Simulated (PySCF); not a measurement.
# C2H6BClP− (SMILES C=C[BH-](P)Cl) at MP2/3-21G

What is the vertical ionisation energy of C2H6BClP− at MP2/3-21G? 

The results are computed with PySCF 2.14.0.

## (1) The molecule

The species is C2H6BClP− (11 atoms), meant as a singlet with charge -1. As SMILES, `C=C[BH-](P)Cl`. The coordinates come from a GFN2-xTB relaxation. This is one conformer, not always the lowest.

Bond lengths: C1–C2 1.326 Å, C2–B3 1.591 Å, B3–P4 2.001 Å, B3–Cl5 1.876 Å, C1–H6 1.085 Å, C1–H7 1.081 Å, C2–H8 1.090 Å, B3–H9 1.198 Å, P4–H10 1.387 Å, P4–H11 1.387 Å. Some angles: C1–C2–B3 125.7°, C2–B3–P4 108.3°, C2–B3–Cl5 109.5°, P4–B3–Cl5 105.3°, C1–C2–H8 116.9°, B3–C2–H8 117.3°, C2–C1–H6 123.5°, C2–C1–H7 121.2°, C2–B3–H9 116.2°, P4–B3–H9 108.9°.

## (2) A single-point energy at MP2/3-21G

Contents of job.py:

```python
# C=C[BH-](P)Cl
from pyscf import gto, mp

system = gto.Mole()
system.atom = [
    ('C', (-0.826620, 0.882880, 1.301970)),
    ('C', (-0.761070, 0.331340, 0.098250)),
    ('B', (0.517440, 0.316600, -0.848990)),
    ('P', (1.396660, -1.473530, -0.692110)),
    ('Cl', (-0.027020, 0.446080, -2.639490)),
    ('H', (-1.703690, 0.828550, 1.938820)),
    ('H', (0.013010, 1.423840, 1.715920)),
    ('H', (-1.648140, -0.198190, -0.250880)),
    ('H', (1.334290, 1.168800, -0.646640)),
    ('H', (0.240050, -2.238310, -0.669590)),
    ('H', (1.465100, -1.488070, 0.692730)),
]
system.verbose = 4
system.max_memory = 1860
system.basis = '3-21g'
system.charge = -1
system.build()

calc0 = system.RHF()
calc0.conv_tol = 1e-10
calc0.kernel()
if not calc0.converged:
    calc0 = calc0.newton().run(calc0.mo_coeff, calc0.mo_occ)

pt = mp.MP2(calc0, frozen=13).run()
etot = pt.e_tot
print(f'total energy: {etot:.8f} hartree')
```

Started as:

```
$ OMP_NUM_THREADS=1 python job.py
```

The log of the run:

```text
PySCF version 2.14.0

[INPUT] num. atoms = 11
[INPUT] num. electrons = 56
[INPUT] charge = -1
[INPUT] spin (= nelec alpha-beta = 2S) = 0
[INPUT] symmetry False subgroup None
[INPUT] Mole.unit = angstrom
[INPUT] Symbol           X                Y                Z      unit          X                Y                Z       unit  Magmom
[INPUT]  1 C     -0.826620000000   0.882880000000   1.301970000000 AA   -1.562085409088   1.668401400856   2.460366722400 Bohr   0.0
[INPUT]  2 C     -0.761070000000   0.331340000000   0.098250000000 AA   -1.438213861623   0.626141854113   0.185665591739 Bohr   0.0
[INPUT]  3 B      0.517440000000   0.316600000000  -0.848990000000 AA    0.977819885895   0.598287291037  -1.604358582494 Bohr   0.0
[INPUT]  4 P      1.396660000000  -1.473530000000  -0.692110000000 AA    2.639304889135  -2.784568136330  -1.307898348073 Bohr   0.0
[INPUT]  5 Cl    -0.027020000000   0.446080000000  -2.639490000000 AA   -0.051060399886   0.842969029646  -4.987913208528 Bohr   0.0
[INPUT]  6 H     -1.703690000000   0.828550000000   1.938820000000 AA   -3.219507501160   1.565732580508   3.663838804829 Bohr   0.0
[INPUT]  7 H      0.013010000000   1.423840000000   1.715920000000 AA    0.024585336881   2.690667645201   3.242618851664 Bohr   0.0
[INPUT]  8 H     -1.648140000000  -0.198190000000  -0.250880000000 AA   -3.114533214941  -0.374524820628  -0.474094490131 Bohr   0.0
[INPUT]  9 H      1.334290000000   1.168800000000  -0.646640000000 AA    2.521442670746   2.208711894392  -1.221972501189 Bohr   0.0
[INPUT] 10 H      0.240050000000  -2.238310000000  -0.669590000000 AA    0.453628756202  -4.229792881875  -1.265341715748 Bohr   0.0
[INPUT] 11 H      1.465100000000  -1.488070000000   0.692730000000 AA    2.768637745100  -2.812044754182   1.309069978270 Bohr   0.0

nuclear repulsion = 244.49342884726
number of shells = 41
number of NR pGTOs = 117
number of NR cGTOs = 65
basis = 3-21g
ecp = {}

******** <class 'pyscf.scf.hf.RHF'> ********
method = RHF
initial guess = minao
damping factor = 0
level_shift factor = 0
DIIS = <class 'pyscf.scf.diis.CDIIS'>
diis_start_cycle = 1
diis_space = 8
diis_damp = 0
SCF conv_tol = 1e-10
SCF conv_tol_grad = None
SCF max_cycles = 50
direct_scf = True
direct_scf_tol = 1e-13
Set gradient conv threshold to 1e-05
Initial guess from minao.
init E= -899.655982171674
  HOMO = -0.223486833875711  LUMO = 0.049459697994541  gap/eV = 7.42725
cycle= 1 E= -899.622251420001  delta_E= 0.0337  |g|= 0.348  |ddm|= 3.09
  HOMO = -0.125841452431311  LUMO = 0.327213283920262  gap/eV = 12.32825
cycle= 2 E= -899.671980418375  delta_E= -0.0497  |g|= 0.109  |ddm|= 0.759
  HOMO = -0.145501930694544  LUMO = 0.328367573997774  gap/eV = 12.89465
cycle= 3 E= -899.676007878206  delta_E= -0.00403  |g|= 0.0341  |ddm|= 0.225
  HOMO = -0.145874660129818  LUMO = 0.330304137722533  gap/eV = 12.95749
cycle= 4 E= -899.676545100674  delta_E= -0.000537  |g|= 0.0105  |ddm|= 0.0805
  HOMO = -0.145950645434101  LUMO = 0.330468943313049  gap/eV = 12.96404
cycle= 5 E= -899.676582249464  delta_E= -3.71e-05  |g|= 0.00254  |ddm|= 0.0199
  HOMO = -0.146118327200398  LUMO = 0.330685766765151  gap/eV = 12.97450
cycle= 6 E= -899.676588183057  delta_E= -5.93e-06  |g|= 0.00113  |ddm|= 0.00875
  HOMO = -0.146333632871694  LUMO = 0.330598401592531  gap/eV = 12.97798
cycle= 7 E= -899.676588998483  delta_E= -8.15e-07  |g|= 0.000327  |ddm|= 0.00339
  HOMO = -0.146301134771588  LUMO = 0.330667055394346  gap/eV = 12.97897
cycle= 8 E= -899.676589074625  delta_E= -7.61e-08  |g|= 8.04e-05  |ddm|= 0.000965
  HOMO = -0.146308642321559  LUMO = 0.330650505676317  gap/eV = 12.97872
cycle= 9 E= -899.676589079786  delta_E= -5.16e-09  |g|= 1.58e-05  |ddm|= 0.000307
  HOMO = -0.146309756103808  LUMO = 0.33065150448178  gap/eV = 12.97878
cycle= 10 E= -899.676589080002  delta_E= -2.16e-10  |g|= 4.27e-06  |ddm|= 6.03e-05
  HOMO = -0.14630894051473  LUMO = 0.330650941341957  gap/eV = 12.97874
cycle= 11 E= -899.676589080014  delta_E= -1.27e-11  |g|= 9.12e-07  |ddm|= 1.42e-05
  HOMO = -0.146309038022955  LUMO = 0.330650952609298  gap/eV = 12.97874
Extra cycle  E= -899.676589080017  delta_E= -3.18e-12  |g|= 3.83e-07  |ddm|= 2.72e-06
converged SCF energy = -899.676589080017

******** <class 'pyscf.mp.mp2.RMP2'> ********
nocc = 15, nmo = 52
frozen orbitals 13
E(RMP2) = -900.020004392729  E_corr = -0.343415312711493
E(SCS-RMP2) = -900.025403270626  E_corr = -0.348814190608109
E_corr(same-spin) = -0.0730202130527099
E_corr(oppo-spin) = -0.270395099658783
total energy: -900.02000439 hartree
```

Run time: 1.4 s. Hardware: 1 thread of Arm Neoverse V1, shared host; peak memory 0.14 GiB.

## (3) Doublet neutral C2H6BClP at the same level

Contents of run.py:

```python
from pyscf import gto, scf, mp

mol = gto.M(
    atom='''
C   -0.826620   0.882880   1.301970
C   -0.761070   0.331340   0.098250
B    0.517440   0.316600  -0.848990
P    1.396660  -1.473530  -0.692110
Cl  -0.027020   0.446080  -2.639490
H   -1.703690   0.828550   1.938820
H    0.013010   1.423840   1.715920
H   -1.648140  -0.198190  -0.250880
H    1.334290   1.168800  -0.646640
H    0.240050  -2.238310  -0.669590
H    1.465100  -1.488070   0.692730
''',
    spin=1,
    basis='3-21g',
    charge=0,
    max_memory=1860,
    verbose=3,
)

calc0 = scf.UHF(mol)
calc0.conv_tol = 1e-10
calc0.kernel()
if not calc0.converged:
    calc0 = calc0.newton().run(calc0.mo_coeff, calc0.mo_occ)

pt = mp.MP2(calc0, frozen=13).run()
etot = pt.e_tot
print('E(%s) = %.9f' % ('MP2', etot))
```

Started as:

```
$ OMP_NUM_THREADS=1 python run.py
```

The log of the run:

```text
converged SCF energy = -899.568408605482  <S^2> = 0.8947574  2S+1 = 2.1398667
E(UMP2) = -899.898111294368  E_corr = -0.329702688886392
E(SCS-UMP2) = -899.902024662925  E_corr = -0.333616057442915
E(MP2) = -899.898111294
```

It took 1.9 s on 1 thread of Arm Neoverse V1, shared host; peak memory 0.15 GiB.

## (4) Summary of results

Level: MP2/3-21G, 13 core orbitals frozen.

```
                                                                            quantity          value
                                                     singlet C2H6BClP−: total energy  -900.02000 Eh
                              singlet C2H6BClP−: HOMO energy (Hartree–Fock orbitals)       -3.98 eV
                              singlet C2H6BClP−: LUMO energy (Hartree–Fock orbitals)        9.00 eV
            singlet C2H6BClP−: HOMO–LUMO gap (to an unbound level, set by the basis)       12.98 eV
                     singlet C2H6BClP−: correlation energy (13 core orbitals frozen)     -343.4 mEh
                                              doublet neutral C2H6BClP: total energy  -899.89811 Eh
                      doublet neutral C2H6BClP: dipole moment (Hartree–Fock density)         5.84 D
doublet neutral C2H6BClP: HOMO energy (Hartree–Fock orbitals) (highest over α and β)      -10.32 eV
 doublet neutral C2H6BClP: LUMO energy (Hartree–Fock orbitals) (lowest over α and β)       -1.93 eV
              doublet neutral C2H6BClP: correlation energy (13 core orbitals frozen)     -329.7 mEh
                         doublet neutral C2H6BClP: ⟨S²⟩ of the reference determinant          0.895
                                 vertical detachment energy (to the doublet neutral)       3.317 eV
```

**Reading.** Removing an electron at fixed nuclei costs 3.32 eV (320 kJ/mol). ⟨S²⟩ (doublet neutral C2H6BClP) is 0.89 where a pure doublet has 0.75: the reference is spin-contaminated.
